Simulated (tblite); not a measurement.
# C6H14AsBO: the cost of one run

Computed with tblite 0.8.0 and PySCF 2.14.0, with density-fitted response routines of our own, on a single molecule in the gas phase. Atoms count from 0, in the outputs and in this text.

## (1) The starting structure

23 atoms, charge 0, multiplicity 1; geometry from: force field or distance geometry start.

Bonds of the start (Å): B0–As1 2.05, As1–C2 1.96, C2–C3 1.49, C3–C4 1.32, C4–C5 1.48, C5–C6 1.51, C4–O7 1.39, O7–C8 1.39, B0–H9 1.17, B0–H10 1.18, As1–H11 1.58, C2–H12 1.08, C2–H13 1.12, C3–H14 1.10, C5–H15 1.12, C5–H16 1.09, C6–H17 1.12, C6–H18 1.13, C6–H19 1.10, C8–H20 1.13, C8–H21 1.11, C8–H22 1.11.

## (2) Relaxing the molecule with GFN2-xTB

The job: settings as JSON, then the geometry in Å.

```
{"job": {"kind": "relax", "xc": "GFN2-xTB", "basis": "xTB"}, "charge": 0, "multiplicity": 1}
B      4.439500     0.363400    -0.007500
As     2.699100    -0.018400    -1.029200
C      1.358200    -0.545500     0.306900
C      0.236500     0.430600     0.321400
C     -1.025000     0.142600     0.085200
C     -1.550100    -1.192100    -0.279900
C     -2.576000    -1.684500     0.715000
O     -1.928800     1.192900     0.155700
C     -1.676800     2.449300    -0.392300
H      4.402800     0.455700     1.163100
H      5.494400     0.312600    -0.538600
H      3.011400    -1.285600    -1.914800
H      1.081400    -1.588200     0.216500
H      1.835800    -0.434300     1.317700
H      0.492100     1.468600     0.584800
H     -2.105100    -1.137600    -1.247400
H     -0.802300    -1.970800    -0.415100
H     -2.842100    -2.749800     0.497800
H     -2.149800    -1.578300     1.751900
H     -3.488500    -1.077600     0.706900
H     -2.536400     3.171800    -0.231300
H     -1.586200     2.328500    -1.491600
H     -0.789100     2.973700     0.008100
```

Started as:

```sh
OMP_NUM_THREADS=1 python probes_run.py task.json out
```

One launch serves the whole session: the jobs run in the order shown.

**Question.** How long does this first job take on 1 thread of Arm Neoverse V2, shared host?

About 1.7 s.
